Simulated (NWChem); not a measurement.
**CH4ClFOSn (SMILES C[O][SnH]([F])[Cl]): levels of theory compared**

We compute a comparison of 3 runs (HF/STO-3G, HF/3-21G, B3LYP/def2-SVPD) of CH4ClFOSn. 

The calculation is run with NWChem 7.3.0.

## (1) The molecule

CH4ClFOSn has 9 atoms, charge 0, and is taken as a singlet. As SMILES, `C[O][SnH]([F])[Cl]`. Geometry: relaxed at PBE0-D4/def2-TZVP. This is one conformer, not always the lowest.

Bond lengths: C1–O2 1.416 Å, O2–Sn3 1.931 Å, Sn3–F4 1.910 Å, Sn3–Cl5 2.305 Å, C1–H6 1.092 Å, C1–H7 1.095 Å, C1–H8 1.096 Å, Sn3–H9 1.686 Å. Some angles: C1–O2–Sn3 121.3°, O2–Sn3–F4 106.4°, O2–Sn3–Cl5 108.8°, F4–Sn3–Cl5 104.1°, O2–C1–H6 107.3°, O2–C1–H7 111.8°, O2–C1–H8 112.1°, O2–Sn3–H9 111.9°, F4–Sn3–H9 110.2°, Cl5–Sn3–H9 114.8°.

## (2) Energy and forces at HF/STO-3G (run 1)

Contents of mol.nw:

```
start mol
memory total 2200 mb
charge 0

geometry units angstroms noautosym nocenter noautoz
  C      0.646000     0.982300     0.914300
  O      0.919300    -0.254700     0.282400
  Sn    -0.387700    -1.114900    -0.849000
  F     -1.899100    -1.483500     0.258600
  Cl    -1.171800     0.420300    -2.379000
  H      1.561300     1.299300     1.419000
  H     -0.148400     0.889200     1.662100
  H      0.363400     1.758800     0.194900
  H      0.205400    -2.543100    -1.520400
end

basis spherical bse
  * library STO-3G
end

scf
  thresh 1e-08
  maxiter 80
end

task scf gradient
```

Started as:

```
$ nwchem mol.nw > mol.out
```

The log of the run:

```text
[...]
  functions       =    55
[...]
  wavefunction    = RHF
[...]
         Total SCF energy =  -6629.590529112700
      One-electron energy = -10473.967810512042
      Two-electron energy =   3190.935334781813
 Nuclear repulsion energy =    653.441946617529
        Time for solution =     13.4s
[...]
                         RHF ENERGY GRADIENTS
    atom               coordinates                        gradient
                 x          y          z           x          y          z
   1 C       1.220763   1.856278   1.727776    0.002427   0.005082   0.005764
   2 O       1.737225  -0.481313   0.533659   -0.000578   0.015377   0.012026
   3 Sn     -0.732647  -2.106856  -1.604377    0.004994   0.017076  -0.017543
   4 F      -3.588779  -2.803409   0.488683   -0.013883  -0.004189   0.010920
   5 Cl     -2.214381   0.794252  -4.495658   -0.001091   0.000070   0.002421
   6 H       2.950429   2.455321   2.681521    0.000598  -0.004218  -0.002754
   7 H      -0.280435   1.680344   3.140914    0.001179  -0.004700  -0.002083
   8 H       0.686726   3.323650   0.368308    0.001002  -0.004278  -0.003357
   9 H       0.388150  -4.805762  -2.873139    0.005352  -0.020220  -0.005393
[...]
```

It took 21 s on 1 thread of Intel Xeon Platinum 8259CL at 2.50GHz (Skylake/Cascade Lake), shared host; peak memory 0.1 GiB.

## (3) Energy and gradient at HF/3-21G (run 2)

Contents of a.nw:

```
start a
title "CH4ClFOSn"
memory 2200 mb

geometry units angstrom noautosym nocenter noautoz
C     0.646000    0.982300    0.914300
O     0.919300   -0.254700    0.282400
Sn   -0.387700   -1.114900   -0.849000
F    -1.899100   -1.483500    0.258600
Cl   -1.171800    0.420300   -2.379000
H     1.561300    1.299300    1.419000
H    -0.148400    0.889200    1.662100
H     0.363400    1.758800    0.194900
H     0.205400   -2.543100   -1.520400
end

basis spherical bse
* library 3-21G
end

scf
thresh 1e-08
maxiter 80
print medium
end

task scf gradient
```

Started as:

```
$ nwchem a.nw > a.out
```

The log of the run:

```text
[...]
  functions       =    79
[...]
  wavefunction    = RHF
[...]
         Total SCF energy =  -6667.004466595891
      One-electron energy = -10502.299537861856
      Two-electron energy =   3181.853124648436
 Nuclear repulsion energy =    653.441946617529
        Time for solution =     15.0s
[...]
                         RHF ENERGY GRADIENTS
    atom               coordinates                        gradient
                 x          y          z           x          y          z
   1 C       1.220763   1.856278   1.727776   -0.005855  -0.023218  -0.016161
   2 O       1.737225  -0.481313   0.533659    0.013273   0.019549   0.018169
   3 Sn     -0.732647  -2.106856  -1.604377   -0.002790   0.020441  -0.038369
   4 F      -3.588779  -2.803409   0.488683   -0.014158  -0.003551   0.008616
   5 Cl     -2.214381   0.794252  -4.495658    0.008988  -0.020074   0.021271
   6 H       2.950429   2.455321   2.681521    0.008465   0.000136   0.002821
   7 H      -0.280435   1.680344   3.140914   -0.004666  -0.001798   0.004309
   8 H       0.686726   3.323650   0.368308   -0.001324   0.004141  -0.005221
   9 H       0.388150  -4.805762  -2.873139   -0.001933   0.004374   0.004565
[...]
```

Wall time 23 s (1 thread of Intel Xeon Platinum 8259CL at 2.50GHz (Skylake/Cascade Lake), shared host); peak memory 0.1 GiB.

## (4) Energy and forces at B3LYP/def2-SVPD (core potential) (run 3)

Contents of nw.xyz:

```xyz
9
CH4ClFOSn
C      0.646000     0.982300     0.914300
O      0.919300    -0.254700     0.282400
Sn    -0.387700    -1.114900    -0.849000
F     -1.899100    -1.483500     0.258600
Cl    -1.171800     0.420300    -2.379000
H      1.561300     1.299300     1.419000
H     -0.148400     0.889200     1.662100
H      0.363400     1.758800     0.194900
H      0.205400    -2.543100    -1.520400
```

Contents of run.py:

```python
from ase.io import read
from ase.calculators.nwchem import NWChem

mol = read('nw.xyz')

calc = NWChem(
    label='nw',
    theory='dft',
    memory='2200 mb',
    basis='def2-SVPD',
    basispar='spherical bse',
    dft={'xc': 'b3lyp', 'mult': '1', 'grid': 'fine', 'convergence': 'energy 1e-08', 'iterations': '100', 'mulliken': None, 'print': 'low'},
    **{'ecp bse': {'Sn library': 'def2-SVPD'}},
)
mol.calc = calc

forces = mol.get_forces()
e = mol.get_potential_energy()
print(f"E = {e:.6f} eV")
print("forces (eV/A):")
for s, f in zip(mol.symbols, forces):
    print(f"{s:2s} {f[0]:10.5f} {f[1]:10.5f} {f[2]:10.5f}")
```

Started as:

```
$ export ASE_NWCHEM_COMMAND="nwchem PREFIX.nwi > PREFIX.nwo"
$ python run.py
```

The log of the run:

```text
E = -24216.472435 eV
forces (eV/A):
C     0.09292    0.06855    0.09019
O     0.62432    0.23716    0.43148
Sn    0.51283   -0.75920   -0.64730
F    -0.92909   -0.23022    0.67569
Cl   -0.32026    0.58709   -0.62267
H     0.20296    0.08587    0.12166
H    -0.17936   -0.02617    0.16933
H    -0.05626    0.16748   -0.15658
H     0.05199   -0.13051   -0.06181
```

The calculator wrote nw.nwi:

```
title "nw"

permanent_dir nw

scratch_dir nw

start nw

geometry units angstrom nocenter noautosym noautoz
  C  6.4600000000000002e-01 9.8229999999999995e-01 9.1430000000000000e-01
  O  9.1930000000000001e-01 -2.5469999999999998e-01 2.8239999999999998e-01
  Sn -3.8769999999999999e-01 -1.1149000000000000e+00 -8.4899999999999998e-01
  F  -1.8991000000000000e+00 -1.4835000000000000e+00 2.5860000000000000e-01
  Cl -1.1718000000000000e+00 4.2030000000000001e-01 -2.3790000000000000e+00
  H  1.5612999999999999e+00 1.2992999999999999e+00 1.4190000000000000e+00
  H  -1.4840000000000000e-01 8.8919999999999999e-01 1.6620999999999999e+00
  H  3.6340000000000000e-01 1.7587999999999999e+00 1.9489999999999999e-01
  H  2.0540000000000000e-01 -2.5430999999999999e+00 -1.5204000000000000e+00
end

memory 2200 mb

basis spherical bse noprint
   * library def2-SVPD
end

dft
  xc b3lyp
  mult 1
  grid fine
  convergence energy 1e-08
  iterations 100
  mulliken
  print low
end
ecp bse
  Sn library def2-SVPD
end

task dft gradient
```

nw.nwo:

```text
Northwest Computational Chemistry Package (NWChem) 7.3.0
             --------------------------------------------------------

           Job information
           ---------------

    nwchem branch   = 7.3.0
    use scalapack   = T
    input           = nw.nwi
    prefix          = nw.
    data base       = nw/nw.db
    status          = startup
    nproc           =        1

           Memory information
           ------------------

[... 5 lines left out ...]
    hardfail = no
[... 41 lines left out ...]
            Nuclear Dipole moment (a.u.)
[... 94 lines left out ...]
         Total DFT energy =     -889.938954721795
[... 1 line left out ...]
           Coulomb energy =      848.345236151218
[... 1 line left out ...]
 Nuclear repulsion energy =      360.632227039234
[... 29 lines left out ...]
                         DFT ENERGY GRADIENTS

    atom               coordinates                        gradient
                 x          y          z           x          y          z
   1 C       1.220763   1.856278   1.727776   -0.001807  -0.001333  -0.001754
   2 O       1.737225  -0.481313   0.533659   -0.012141  -0.004612  -0.008391
   3 Sn     -0.732647  -2.106856  -1.604377   -0.009973   0.014764   0.012588
[... 5 lines of this table left out ...]
   9 H       0.388150  -4.805762  -2.873139   -0.001011   0.002538   0.001202

 Task  times  cpu:      166.2s     wall:      166.2s
 Total times  cpu:      166.3s     wall:      166.3s
```

Wall time 2.8 min (1 thread of Intel Xeon Platinum 8259CL at 2.50GHz (Skylake/Cascade Lake), shared host); peak memory 0.15 GiB.

## (5) Overview of the runs

```csv
run,level,iteration cap,module,energy (Eh),dipole moment (D),HOMO energy (eV),LUMO energy (eV),wall time
1,HF/STO-3G,80,scf,-6629.590529,2.32,-9.04,7.67,21 s
2,HF/3-21G,80,scf,-6667.004467,2.00,-12.27,2.42,23 s
3,B3LYP/def2-SVPD (core potential),100,dft,-889.938955,–,–,–,2.8 min
```

## (6) What came out

| quantity | value |
| --- | --- |
| run 3: total energy | -889.93895 Eh |
| run 3: largest force on an atom | 1.172 eV/Å |

What this shows: Some runs of one species differ in core potentials or relativity; totals across that change don't compare. In run 1 the basis is minimal, so the values are rough. In runs 1, 2 relativity is left out where basis or elements ask for it. All runs together took 3.5 min, the longest 2.8 min.
